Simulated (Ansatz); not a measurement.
# ZnSe (F-43m): how far a G0W0 gap depends on its settings

How well converged is a G0W0 gap of ZnSe built on the zincblende prototype?

Code: Ansatz 0.2.0. G0W0, plane waves. Computed at 0 K without zero-point motion; spin polarisation is off.

3 further runs of the same task are left out: 3 that didn't finish. Runs told in other sessions of the task aren't counted.

## Step 1: Starting point

The cell was relaxed beforehand with r2SCAN.

Space group F-43m (No. 216), cubic; conventional cell a = 5.665 Å, 22.72 Å³ an atom. Near Zn stand 4 Se at 2.45 Å; near Se stand 4 Zn at 2.45 Å.

The structure in full:

```
Zn Se
1.0
     0.00000    2.83242    2.83242
     2.83242    0.00000    2.83242
     2.83242    2.83242    0.00000
Zn Se
1 1
Direct
  0.00000 0.00000 0.00000
  0.25000 0.25000 0.25000
```

## Step 2: From LDA, 60 empty bands, 80 eV, plasmon_pole_fit_frequency 5

Contents of input.yaml:

```yaml
crystal:
  lattice:
    - [0.0, 2.8324206805, 2.8324206805]
    - [2.8324206805, 0.0, 2.8324206805]
    - [2.8324206805, 2.8324206805, 0.0]
  atoms:
    - { symbol: Zn, position: [0.0, 0.0, 0.0] }
    - { symbol: Se, position: [0.25, 0.25, 0.25] }
kpoints:
  mp_grid: { grid: [4, 4, 4] }
hamiltonian:
  xc: lda
scf:
  occupations: { method: fixed }
gw:
  n_empty_bands: 60
  ecut_chi: 80
  qp_bands: [v1, c1]
  qp_kpoints: band_edges
  screening: { model: godby_needs }
  plasmon_pole_fit_frequency: 5
```

Started as:

```console
ansatz run input.yaml --threads 4 --pin off --max-ram 3686MiB --backend cpu --events-out ev --progress --plain --runs-dir out
```

The log of the run (excerpt; [...] marks lines left out):

```text
Warning: RAYON_NUM_THREADS=4 ignored (pool sized by the plan → 4); use --threads N
[...]
Pseudopotentials: kind: paw
Pseudopotential: Zn, paw, valence charge 12, recommended cutoff 420 eV (normal), Zn.paw.azcp
Pseudopotential: Se, paw, valence charge 16, recommended cutoff 420 eV (normal), Se.paw.azcp
Functional definition: SPW92
[...]
Crystal: 2 atoms, lattice volume = 45.447 Å³
Basis set: ecut = 420 eV, 893 PW (Γ)
Bands: 18, of which v1, the nominal top of the filled ones, is band 14 counted from 1 (13 counted from 0)
Symmetry: 24 space group operations
Space group: F-43m (ITA 216), of the structure as read, at distance tolerance 3.6e-5 Å
k-points: 8 of 64 (time reversal used)
[...]
SCF iter   1: F=—  HF=-8630.752276 eV  |F-HF|=—  |Δ(HF+E_count)|=         —  Δρ=4.58e-3  dr2=3.95e-3  ethr=1.77e-3  ⟨swp⟩=5.0  Hψ=658  notcnv=0  defer=11
[...]
SCF iter   6: F=-8630.750793 eV  HF=-8630.750793 eV  |F-HF|=3.20e-9  |Δ(HF+E_count)|=   6.97e-8  Δρ=2.93e-6  dr2=1.78e-9  ethr=3.57e-10  ⟨swp⟩=4.5  Hψ=456  notcnv=0
[...]
NSCF: frozen V_eff on 8 k-points
G₀W₀ screening: q 1/8
G₀W₀ screening: q 2/8 (q-point 5)
G₀W₀ screening: q 3/8 (q-point 6)
G₀W₀ screening: q 4/8 (q-point 2)
G₀W₀ screening: q 5/8 (q-point 4)
G₀W₀ screening: q 6/8 (q-point 8)
G₀W₀ screening: q 7/8 (q-point 3)
G₀W₀ screening: q 8/8 (q-point 7)
G₀W₀ self-energy: k 1/5
G₀W₀ self-energy: k 2/5
G₀W₀ self-energy: k 3/5
G₀W₀ self-energy: k 4/5
G₀W₀ self-energy: k 5/5
NSCF: frozen V_eff on 1 k-points
[...]
  gw.qp_kpoints: band_edges: 5 of 8 stored k-points solved, in 1 pass; an edge of the gap read off the rows below is read off those points alone
    valence top: of the k-points left out ik 5 came nearest to being solved in a further pass, in band 14 (counted from 1, as in the quasiparticle table): it holds the edge there only if its correction is more favourable than any solved in that band by at least 0.923 eV; those differ by 0.056 eV
    conduction bottom: of the k-points left out ik 3 came nearest to being solved in a further pass, in band 15 (counted from 1, as in the quasiparticle table): it holds the edge there only if its correction is more favourable than any solved in that band by at least 2.178 eV; those [...]
    ik  band        ε_KS         Σx   Σc(E_QP)       V_xc       Z   E_QP_lin       E_QP  E_QP is
     0    14      6.5069   -21.8457     2.6098   -19.0781  0.7419     6.3488     6.3491  root
     0    15      7.5243    -9.5871    -3.7278   -14.3680  0.7658     8.5904     8.5774  root
     1    14      6.0227   -20.9719     2.6537   -18.1482  0.7400     5.8523     5.8527  root
     1    15      9.0482    -9.0102    -3.8900   -13.8648  0.7624    10.0245    10.0128  root
     2    14      5.6282   -20.3339     2.7245   -17.4312  0.7379     5.4496     5.4500  root
     2    15      8.8410    -8.8149    -3.8562   -13.5993  0.7648     9.7799     9.7692  root
     4    14      4.8946   -19.2951     2.8362   -16.2512  0.7335     4.6862     4.6868  root
     4    15     10.0839    -8.1751    -3.8963   -12.7992  0.7635    10.8187    10.8117  root
     6    14      4.2940   -18.2963     2.9316   -15.1514  0.7290     4.0800     4.0806  root
     6    15      9.2888    -7.0145    -3.6240   -11.1118  0.7721     9.7650     9.7621  root
```

It took 4.8 s on 4 threads of Arm Neoverse N1, shared host; peak memory 0.36 GiB.

With 60 empty bands and 80 eV for the screening, the 4×4×4 mesh shows 1.02 eV for LDA and 2.23 eV for the quasiparticles (+1.21 eV). The renormalisation factors Z of the two edge bands lie between 0.73 and 0.77.

## Step 3: From HSE06, 15 empty bands, 60 eV

Edit input.yaml of step 2 so:

```diff
@@ -11,3 +11,3 @@
 hamiltonian:
-  xc: lda
+  xc: hse06
 scf:
@@ -15,7 +15,6 @@
 gw:
-  n_empty_bands: 60
-  ecut_chi: 80
+  n_empty_bands: 15
+  ecut_chi: 60
   qp_bands: [v1, c1]
   qp_kpoints: band_edges
-  screening: { model: godby_needs }
-  plasmon_pole_fit_frequency: 5
+  screening: { model: contour_deformation }
```

Started as:

```console
ansatz run input.yaml --threads 4 --pin off --max-ram 3686MiB --backend cpu --events-out ev --progress --plain --runs-dir out
```

The log of the run:

```text
Warning: RAYON_NUM_THREADS=4 ignored (pool sized by the plan → 4); use --threads N
Engine: ansatz 0.2.0, aarch64-unknown-linux-gnu
Pseudopotentials: kind: paw
Pseudopotential: Zn, paw, valence charge 12, recommended cutoff 420 eV (normal), Zn.paw.azcp
Pseudopotential: Se, paw, valence charge 16, recommended cutoff 420 eV (normal), Se.paw.azcp
Functional definition: HSE06
  parameter a = 0.25
  parameter omega = 0.11/bohr
  exchange = pbe_x - a*pbe_x_sr(omega) + a*exact_x_sr(omega)
  correlation = pbe_c
davidson cushion auto → on  (no smearing: the cushion is to keep the highest requested band from converging to the state above it; pin scf.eigensolver.cushion to override)
Crystal: 2 atoms, lattice volume = 45.447 Å³
Basis set: ecut = 420 eV, 893 PW (Γ)
Bands: 18, of which v1, the nominal top of the filled ones, is band 14 counted from 1 (13 counted from 0)
Symmetry: 24 space group operations
Space group: F-43m (ITA 216), of the structure as read, at distance tolerance 3.6e-5 Å
k-points: 8 of 64 (time reversal used)
Non-local potential: Zn, projectors of the file, l = 0: 2, l = 1: 2, l = 2: 3, l = 3: 1
Non-local potential: Se, projectors of the file, l = 0: 2, l = 1: 2, l = 2: 3, l = 3: 1
PAW form: soft (Blöchl's): semilocal exchange-correlation on the pseudo side does not see the compensation charge
PAW frozen core: Zn, regenerated for the run's functional, and the local potential with it (the file was generated under x = pbe(κ = 0.804, μ = 0.2195149727645171), c = pbe(β = 0.06672455060314922))
PAW frozen core: Se, regenerated for the run's functional, and the local potential with it (the file was generated under x = pbe(κ = 0.804, μ = 0.2195149727645171), c = pbe(β = 0.06672455060314922))
PAW one-centre angular grid: Zn, 590 points (default); XC on 64 Gauss nodes
PAW one-centre angular grid: Se, 590 points (default); XC on 64 Gauss nodes
Initial density: superposition of atomic densities (neutral atoms: chi_scale 0, normalization atom), corrected by the library's trained network
Initial wavefunctions: pseudopotential atomic-orbital guess
Functional: x = pbe(κ = 0.804, μ = 0.2195149727645171), c = pbe(β = 0.06672455060314922), warm-up for x = pbe(κ = 0.804, μ = 0.2195149727645171) + 0.25 (exact − pbe) at short range (hse, ω = 0.20786987370883472 Å⁻¹), c = pbe(β = 0.06672455060314922); HSE06 as pw.x's `hse` composes it (authors' and Libxc's form: `xc: wpbeh`)
SCF iter   1: F=—  HF=-8789.460487 eV  |F-HF|=—  |Δ(HF+E_count)|=         —  Δρ=1.83e-3  dr2=7.58e-4  ethr=1.77e-3  ⟨swp⟩=7.9  Hψ=664  notcnv=0
preconditioner: auto → none  [insulator: Δε(μ)=1.293 eV  Ē_g=11.909 eV  n_scr=14 (ndim 8)  ℏωp=23.4 eV  f_vac=0.121]
SCF iter   2: F=—  HF=-8789.460345 eV  |F-HF|=—  |Δ(HF+E_count)|=   1.42e-4  Δρ=1.02e-3  dr2=3.55e-4  ethr=2.71e-6  ⟨swp⟩=4.8  Hψ=568  notcnv=0
iter 3 solved again at ethr=4.46e-8 eV; its pass at ethr=1.27e-6 eV (dr2=1.25e-5 eV) is discarded
SCF iter   3: F=-8789.460194 eV  HF=-8789.460187 eV  |F-HF|=7.58e-6  |Δ(HF+E_count)|=   1.58e-4  Δρ=2.23e-4  dr2=1.25e-5  ethr=4.46e-8  ⟨swp⟩=2.2  Hψ=747  notcnv=0
SCF 1 stopped early in 3 iterations: F = -8789.460194 eV  dr2 = 1.25e-5
Initial density: handed on by an earlier stage of this run
Initial wavefunctions: those handed on with the density
Functional: x = pbe(κ = 0.804, μ = 0.2195149727645171) + 0.25 (exact − pbe) at short range (hse, ω = 0.20786987370883472 Å⁻¹), c = pbe(β = 0.06672455060314922); HSE06 as pw.x's `hse` composes it (authors' and Libxc's form: `xc: wpbeh`)
Exchange kernel: α = 0.2500, screened, ω = 0.2079 Å⁻¹, Wigner–Seitz truncation, v(0) = 1027.0916 eV·Å³, q-mesh 4×4×4, nearest image of the exchange supercell L = 16.02 Å, pair-density grid 15×15×15, without the augmentation charges, whose exchange is taken in its separable form by FFT convolution over the k-point mesh (sized by the pseudopotential files, 24×24×24 at the most), smooth part of the exact exchange by density-matrix convolution
Frozen-core exchange: fock
SCF iter   1: F=—  HF=-8791.151444 eV  |F-HF|=—  |Δ(HF+E_count)|=         —  Δρ=2.03e-2  dr2=9.55e-2  ethr=4.46e-7  ⟨swp⟩=6.9  Hψ=764  notcnv=0
preconditioner: auto → none  [insulator: Δε(μ)=2.399 eV  Ē_g=14.430 eV  n_scr=14 (ndim 8)  ℏωp=23.4 eV  f_vac=0.122]
SCF iter   2: F=—  HF=-8791.120546 eV  |F-HF|=—  |Δ(HF+E_count)|=   3.09e-2  Δρ=2.87e-3  dr2=5.28e-3  ethr=4.46e-7  ⟨swp⟩=5.0  Hψ=662  notcnv=0
SCF iter   3: F=—  HF=-8791.125193 eV  |F-HF|=—  |Δ(HF+E_count)|=   4.65e-3  Δρ=4.39e-3  dr2=3.96e-3  ethr=4.46e-7  ⟨swp⟩=4.9  Hψ=609  notcnv=0
SCF iter   4: F=—  HF=-8791.124838 eV  |F-HF|=—  |Δ(HF+E_count)|=   3.55e-4  Δρ=1.78e-3  dr2=6.38e-4  ethr=4.46e-7  ⟨swp⟩=4.0  Hψ=504  notcnv=0
SCF iter   5: F=—  HF=-8791.125809 eV  |F-HF|=—  |Δ(HF+E_count)|=   9.71e-4  Δρ=7.78e-4  dr2=1.39e-4  ethr=4.46e-7  ⟨swp⟩=4.0  Hψ=456  notcnv=0
SCF iter   6: F=-8791.125732 eV  HF=-8791.125732 eV  |F-HF|=5.93e-8  |Δ(HF+E_count)|=   7.72e-5  Δρ=1.47e-5  dr2=5.76e-6  ethr=4.46e-7  ⟨swp⟩=4.0  Hψ=403  notcnv=0
SCF 2 stopped early in 6 iterations: F = -8791.125732 eV  dr2 = 5.76e-6
hybrid outer 1: dexx = +1.185e-2 eV, tail = 7.41e-5 eV
Exchange kernel: α = 0.2500, screened, ω = 0.2079 Å⁻¹, Wigner–Seitz truncation, v(0) = 1027.0916 eV·Å³, q-mesh 4×4×4, nearest image of the exchange supercell L = 16.02 Å, pair-density grid 15×15×15, without the augmentation charges, whose exchange is taken in its separable form by FFT convolution over the k-point mesh (sized by the pseudopotential files, 24×24×24 at the most), smooth part of the exact exchange by density-matrix convolution
Frozen-core exchange: fock
SCF iter   1: F=—  HF=-8791.125384 eV  |F-HF|=—  |Δ(HF+E_count)|=         —  Δρ=9.50e-5  dr2=2.53e-6  ethr=1.32e-6  ⟨swp⟩=2.5  Hψ=325  notcnv=0
preconditioner: auto → none  [insulator: Δε(μ)=2.443 eV  Ē_g=14.155 eV  n_scr=14 (ndim 8)  ℏωp=23.4 eV  f_vac=0.124]
iter 2 solved again at ethr=5.19e-10 eV; its pass at ethr=8.32e-9 eV (dr2=1.45e-7 eV) is discarded
SCF iter   2: F=—  HF=-8791.125384 eV  |F-HF|=—  |Δ(HF+E_count)|=   2.89e-7  Δρ=2.96e-5  dr2=2.93e-7  ethr=5.19e-10  ⟨swp⟩=2.0  Hψ=864  notcnv=0
SCF iter   3: F=—  HF=-8791.125385 eV  |F-HF|=—  |Δ(HF+E_count)|=   8.73e-7  Δρ=2.22e-5  dr2=1.25e-7  ethr=5.19e-10  ⟨swp⟩=4.0  Hψ=484  notcnv=0
SCF iter   4: F=-8791.125385 eV  HF=-8791.125385 eV  |F-HF|=9.53e-10  |Δ(HF+E_count)|=   3.09e-8  Δρ=5.97e-6  dr2=8.42e-9  ethr=4.02e-10  ⟨swp⟩=3.0  Hψ=369  notcnv=0
SCF 3 converged in 4 iterations: F = -8791.125385 eV  dr2 = 8.42e-9
hybrid outer 2: dexx = +9.284e-7 eV, tail = 5.07e-8 eV, Δε = 3.56e-3 eV (about 1.45e-4 eV left of the loop's levels)
NSCF: frozen V_eff on 8 k-points
Exchange-term sweep: 0 of 8 (spin, k) points
Exchange-term sweep: 1 of 8 (spin, k) points
Exchange-term sweep: 2 of 8 (spin, k) points
Exchange-term sweep: 3 of 8 (spin, k) points
Exchange-term sweep: 4 of 8 (spin, k) points
Exchange-term sweep: 5 of 8 (spin, k) points
Exchange-term sweep: 6 of 8 (spin, k) points
Exchange-term sweep: 7 of 8 (spin, k) points
Exchange-term sweep: 8 of 8 (spin, k) points
G₀W₀ screening: q 1/8
G₀W₀ screening: q 2/8 (q-point 5)
G₀W₀ screening: q 3/8 (q-point 6)
G₀W₀ screening: q 4/8 (q-point 2)
G₀W₀ screening: q 5/8 (q-point 4)
G₀W₀ screening: q 6/8 (q-point 8)
G₀W₀ screening: q 7/8 (q-point 3)
G₀W₀ screening: q 8/8 (q-point 7)
G₀W₀ self-energy: k 1/5
G₀W₀ self-energy: k 2/5
G₀W₀ self-energy: k 3/5
G₀W₀ self-energy: k 4/5
G₀W₀ self-energy: k 5/5
NSCF: frozen V_eff on 1 k-points
hybrid SCF converged: 2 outer / 10 inner (+3 warm-up), last move |dexx| = 9.28e-7 eV, tail = 5.07e-8 eV
Stability not checked: this state was not tested for a lower state beside it, because the functional holds exact exchange (a hybrid, or Hartree-Fock), whose exchange loop this test does not read (fock_operator; see scf.lower_state_search)
Free energy (F): -8791.125385 eV
Frozen-core exchange: fock
Harris-Foulkes:  -8791.125385 eV  (|F-HF|=9.53e-10)
Internal energy: -8791.125385 eV  (E = F + TS)
E sigma→0 (E₀):  -8791.125385 eV
Fermi energy:    6.165333 eV
--- Per-component energies (eV) ---
  E_band       = -453.797490
  E_kinetic    = 249.300243
  E_local      = -4400.050598  (includes V_loc(G=0)·N_el)
  E_nonlocal   = 22.367917
  E_hartree    = 2044.257406
  E_xc         = -192.387061
  E_vxc        = -120.140900  (∫ρ·V_xc dr)
  E_exx        = -110.199689  (= α·E_x^exact, valence–valence)
  E_paw        = -3681.714512  (= ΣΔE_a)
  E_vpaw       = -73.388231  (= ΣTr[D̂ρ^β])
  E_aug_tail   = -0.000900  (compensation charges beyond the density's cutoff)
  E_ewald      = -2722.267878
  E_core_change = -0.430313  (= ΣΔE_core)
  E_smearing   = -0.000000  (= −TS)
  E_closure    = -0.000000  (closes the sum)
  Σ components = -8791.125385   (vs F -8791.125385, Δ=0.00e0)
--- Band table (eV; the first three rows and the last of 8) ---
  k-point 0: bands = ["-44.1790", "-44.1790", "-44.1790", "-44.1738", "-44.1738", "-8.1871", "-2.0981", "-2.0981", "-2.0981", "-1.7712", "-1.7712", "6.1653", "6.1653", "6.1653", "8.6091", "13.1140"]
  k-point 1: bands = ["-44.1789", "-44.1789", "-44.1789", "-44.1738", "-44.1738", "-7.7881", "-2.0524", "-2.0524", "-1.9851", "-1.7718", "-1.7718", "2.9375", "5.6660", "5.6660", "10.0613", "13.7733"]
  k-point 2: bands = ["-44.1789", "-44.1789", "-44.1789", "-44.1737", "-44.1737", "-7.3211", "-2.0184", "-2.0184", "-1.7579", "-1.7579", "-1.5850", "0.6259", "5.2512", "5.2512", "9.8294", "13.6603"]
  k-point 7: bands = ["-44.1789", "-44.1789", "-44.1787", "-44.1737", "-44.1737", "-7.0268", "-1.9611", "-1.9285", "-1.8073", "-1.7806", "-1.4282", "1.2426", "3.1644", "3.3863", "12.5954", "13.0667"]
  guard bands above this table: 2 of the run's 18 bands. The solve was not asked for them (output.publish_guard_bands: true or output.eigenvalues: true publishes all)
--- G₀W₀: contour deformation, 6 samples at zero and on the imaginary axis and 2 off it, 64 q-points, 15 empty bands' worth ---
  eigenvalues of the whole cell's RPA ε∞ on this k-mesh (on a slab, of 1 + 4πα/V) = 6.7472, 6.7472, 6.7472; static W/v taken at q = 0 is 0.148209
  bands read: the sum over 29 bands ends inside a degenerate multiplet in 3 slots, whose members it reads at an even weight; the widest, k=0: bands 29 to 31 (counted from 1) at 1/3 each
  gw.qp_kpoints: band_edges: 5 of 8 stored k-points solved, in 1 pass; an edge of the gap read off the rows below is read off those points alone
    valence top: of the k-points left out ik 5 came nearest to being solved in a further pass, in band 14 (counted from 1, as in the quasiparticle table): it holds the edge there only if its correction is more favourable than any solved in that band by at least 0.956 eV; those differ by 0.086 eV
    conduction bottom: of the k-points left out ik 3 came nearest to being solved in a further pass, in band 15 (counted from 1, as in the quasiparticle table): it holds the edge there only if its correction is more favourable than any solved in that band by at least 2.071 eV; those differ by 0.493 eV
    ik  band        ε_KS         Σx   Σc(E_QP)       V_xc       Z   E_QP_lin       E_QP  E_QP is
     0    14      6.1653   -20.9820     2.6003   -18.6876  0.8002     6.4701     6.4712  root
     0    15      8.6091    -8.9510    -3.1484   -12.9782  0.8193     9.4981     9.4879  root
     1    14      5.6660   -20.2224     2.6325   -17.8748  0.7975     5.9499     5.9509  root
     1    15     10.0613    -8.4507    -3.2056   -12.5691  0.8160    10.9859    10.9740  root
     2    14      5.2512   -19.6712     2.6904   -17.2558  0.7946     5.5253     5.5263  root
     2    15      9.8294    -8.3047    -3.1659   -12.3470  0.8181    10.7164    10.7058  root
     4    14      4.4842   -18.7265     2.7659   -16.1933  0.7890     4.7160     4.7168  root
     4    15     10.9502    -7.4485    -3.1970   -11.3424  0.8173    11.6539    11.6470  root
     6    14      3.8530   -17.9115     2.8537   -15.2775  0.7832     4.0720     4.0727  root
     6    15     10.0122    -6.4497    -3.0755    -9.9451  0.8236    10.4343    10.4321  root
```

It took 19 s on 4 threads of Arm Neoverse N1, shared host; peak memory 0.75 GiB.

On its 4×4×4 mesh the gap goes from 2.44 eV (HSE06) to 3.02 eV, a shift of +0.58 eV, with 15 empty bands and a screening cutoff of 60 eV. The renormalisation factors Z of the two edge bands lie between 0.78 and 0.82.

## Step 4: From LDA, 90 empty bands, 110 eV

Edit input.yaml of step 3 so:

```diff
@@ -11,3 +11,3 @@
 hamiltonian:
-  xc: hse06
+  xc: lda
 scf:
@@ -15,6 +15,6 @@
 gw:
-  n_empty_bands: 15
-  ecut_chi: 60
+  n_empty_bands: 90
+  ecut_chi: 110
   qp_bands: [v1, c1]
   qp_kpoints: band_edges
-  screening: { model: contour_deformation }
+  screening: { model: godby_needs }
```

Started as:

```console
ansatz run input.yaml --threads 4 --pin off --max-ram 3686MiB --backend cpu --events-out ev --progress --plain --runs-dir out
```

The log of the run (excerpt; [...] marks lines left out):

```text
Warning: RAYON_NUM_THREADS=4 ignored (pool sized by the plan → 4); use --threads N
[...]
Pseudopotentials: kind: paw
Pseudopotential: Zn, paw, valence charge 12, recommended cutoff 420 eV (normal), Zn.paw.azcp
Pseudopotential: Se, paw, valence charge 16, recommended cutoff 420 eV (normal), Se.paw.azcp
Functional definition: SPW92
[...]
Crystal: 2 atoms, lattice volume = 45.447 Å³
Basis set: ecut = 420 eV, 893 PW (Γ)
Bands: 18, of which v1, the nominal top of the filled ones, is band 14 counted from 1 (13 counted from 0)
Symmetry: 24 space group operations
Space group: F-43m (ITA 216), of the structure as read, at distance tolerance 3.6e-5 Å
k-points: 8 of 64 (time reversal used)
[...]
SCF iter   1: F=—  HF=-8630.752276 eV  |F-HF|=—  |Δ(HF+E_count)|=         —  Δρ=4.58e-3  dr2=3.95e-3  ethr=1.77e-3  ⟨swp⟩=5.0  Hψ=658  notcnv=0  defer=11
[...]
    ik  band        ε_KS         Σx   Σc(E_QP)       V_xc       Z   E_QP_lin       E_QP  E_QP is
     0    14      6.5069   -21.8457     2.3649   -19.0781  0.7869     6.1032     6.1043  root
     0    15      7.5243    -9.5871    -3.9696   -14.3680  0.8079     8.3395     8.3356  root
     1    14      6.0227   -20.9719     2.3906   -18.1482  0.7862     5.5884     5.5896  root
     1    15      9.0482    -9.0102    -4.1188   -13.8648  0.8054     9.7874     9.7840  root
     2    14      5.6282   -20.3339     2.4436   -17.4312  0.7851     5.1676     5.1690  root
     2    15      8.8410    -8.8149    -4.0782   -13.5993  0.8074     9.5503     9.5472  root
     4    14      4.8946   -19.2951     2.5342   -16.2512  0.7831     4.3830     4.3849  root
     4    15     10.0839    -8.1751    -4.0886   -12.7992  0.8075    10.6214    10.6195  root
     6    14      4.2940   -18.2963     2.6031   -15.1514  0.7809     3.7500     3.7522  root
     6    15      9.2888    -7.0145    -3.8014   -11.1118  0.8149     9.5853     9.5847  root
```

Run time: 7.3 s. Hardware: 4 threads of Arm Neoverse N1, shared host; peak memory 0.41 GiB.

With 90 empty bands and 110 eV for the screening, the 4×4×4 mesh shows 1.02 eV for LDA and 2.23 eV for the quasiparticles (+1.21 eV). The renormalisation factors Z of the two edge bands lie between 0.78 and 0.81.

## Step 5: Results

| start | potentials | frequencies | empty bands | cutoff (eV) | mesh | Kohn-Sham gap (eV) | G0W0 gap (eV) |
| --- | --- | --- | --- | --- | --- | --- | --- |
| LDA | PAW | pole at 5 eV | 60 | 80 | 4×4×4 | 1.02 | 2.23 |
| HSE06 | PAW | full | 15 | 60 | 4×4×4 | 2.44 | 3.02 |
| LDA | PAW | pole | 90 | 110 | 4×4×4 | 1.02 | 2.23 |

Gaps are those on each run's own mesh.

**Reading.** Over the runs in the table the G0W0 gap on the mesh spans 2.23 to 3.02 eV, and the shift from the starting levels +0.57 to +1.21 eV; where more than one setting differs between two runs, no single one explains their difference. The G0W0 figures hold for the stated bands, cutoff and mesh and aren't extrapolated.
